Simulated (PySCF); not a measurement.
# H4O5Re (Re(O)3(H2O)2+): the cost of one run

The runs use PySCF 2.14.0; PBE0, Re def2-SVP with ECP60, O def2-SVP, H def2-SVP; scalar-relativistic core potentials, no spin–orbit coupling.

3 further runs of the same task are left out: 2 for a known fault of the program, 1 that didn't finish. Runs told in other sessions of the task aren't counted.

### Step 1. Starting geometry

10 atoms, charge 1, spin multiplicity 1.

Bond lengths: Re1–O2 1.480 Å, Re1–O3 1.480 Å, Re1–O4 1.480 Å, O5–H6 0.970 Å, O5–H7 0.970 Å, O8–H9 0.970 Å, O8–H10 0.970 Å. Angles: O2–Re1–O3 103.1°, O2–Re1–O4 103.1°, O3–Re1–O4 87.0°, H6–O5–H7 105.1°, H9–O8–H10 105.1°.

Coordinates:

```xyz
10
charge 1, multiplicity 1
Re    0.00000    0.00000    0.00000
O     0.00000    0.00000    1.48000
O     1.44130    0.00000   -0.33630
O     0.00000    1.44130   -0.33630
O    -1.94770    0.00000   -0.45440
H    -2.69720    0.00000    0.16140
H    -2.34730    0.00000   -1.33830
O     0.00000   -1.94770   -0.45440
H     0.00000   -2.69720    0.16140
H     0.00000   -2.34730   -1.33830
```

Formal oxidation states: Re +7.

### Step 2. SCF at the start, singlet

File run.py (the lines that set the calculation):

```python
mol = gto.M(atom='''
Re     0.00000     0.00000     0.00000
O      0.00000     0.00000     1.48000
O      1.44130     0.00000    -0.33630
O      0.00000     1.44130    -0.33630
O     -1.94770     0.00000    -0.45440
H     -2.69720     0.00000     0.16140
H     -2.34730     0.00000    -1.33830
O      0.00000    -1.94770    -0.45440
H      0.00000    -2.69720     0.16140
H      0.00000    -2.34730    -1.33830''',
    basis={'Re': 'def2-SVP', 'O': 'def2-SVP', 'H': 'def2-SVP'},
    ecp={'Re': 'def2-SVP'},
    charge=1, spin=0)
mf = dft.RKS(mol, xc='PBE0')
mf.grids.atom_grid = (50, 194)
mf = mf.density_fit()  # fitting sets: Re def2-universal-JKFIT, O def2-universal-JKFIT, H def2-universal-JKFIT
mf.conv_tol = 1e-08; mf.max_cycle = 55
mf.kernel(dm0)  # dm0: free metal ions and neutral atoms
```

Started as:

```bash
OMP_NUM_THREADS=2 python run.py
```

**Question.** How long does this run take on 2 threads of Arm Neoverse V1, shared host, and how much memory does it need?

About 3.5 s, with a peak of 0.67 GiB.
